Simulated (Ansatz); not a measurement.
# Si2Ag: the cost of one run

Computed with Ansatz 0.2.0 (DFT PBE, scalar-relativistic, plane waves, PAW, unless a step's input says otherwise).

**1. The system as given**

The structure is orthorhombic, space group Pnnm (No. 58). Conventional cell: a = 5.311 Å, b = 5.473 Å, c = 3.575 Å, α = 90.00°, β = 90.00°, γ = 90.00°. Around Si (site symmetry m) lie 3 Ag at 2.30 to 2.35 Å. Ag (site symmetry 2/m) has 6 Si at 2.30 to 2.35 Å as nearest neighbours.

As a file:

```cif
data_structure
_symmetry_space_group_name_H-M 'Pnnm'
_symmetry_Int_Tables_number 58
_cell_length_a 5.3109
_cell_length_b 5.4727
_cell_length_c 3.5747
_cell_angle_alpha 90.000
_cell_angle_beta 90.000
_cell_angle_gamma 90.000
_cell_volume 103.90
loop_
_atom_site_label
_atom_site_type_symbol
_atom_site_symmetry_multiplicity
_atom_site_Wyckoff_symbol
_atom_site_fract_x
_atom_site_fract_y
_atom_site_fract_z
_atom_site_occupancy
Si1 Si 4 g 0.22500 0.82500 0.50000 1
Ag1 Ag 2 a 0.50000 0.50000 0.50000 1
```

(A quick probe on a coarse mesh, which set the mesh and smearing, is not shown.)

**3. Coarse relaxation**

Contents of input.yaml:

```yaml
crystal:
  lattice:
    - [5.3109437414, 0.0, 0.0]
    - [0.0, 5.4726551694, 0.0]
    - [0.0, 0.0, 3.5746736721]
  atoms:
    - { symbol: Si, position: [0.225, 0.825, 0.5] }
    - { symbol: Si, position: [0.725, 0.675, 0.0] }
    - { symbol: Si, position: [0.775, 0.175, 0.5] }
    - { symbol: Si, position: [0.275, 0.325, 0.0] }
    - { symbol: Ag, position: [0.5, 0.5, 0.5] }
    - { symbol: Ag, position: [0.0, 0.0, 0.0] }
basis:
  ecutwfc: 420
kpoints:
  mp_grid: { grid: [4, 4, 6] }
hamiltonian:
  xc: pbe
scf:
  occupations: { method: gaussian, width: 0.1 }
  lower_state_search: "off"
output:
  forces: true
  stress: true
  eigenvalues: true
relax:
  adjacent_minimum: "off"
  f_tol: 0.04
  max_steps: 70
  cell: { stress_tol: 0.4 }
```

Run with:

```console
$ ansatz run input.yaml --threads 1 --pin off --max-ram 2560MiB --backend cpu --events-out ev --progress --plain --runs-dir out
```

Q: Estimate wall time and peak memory on 1 thread of Arm Neoverse V2, shared host.

About 2.3 min, with a peak of 0.41 GiB.
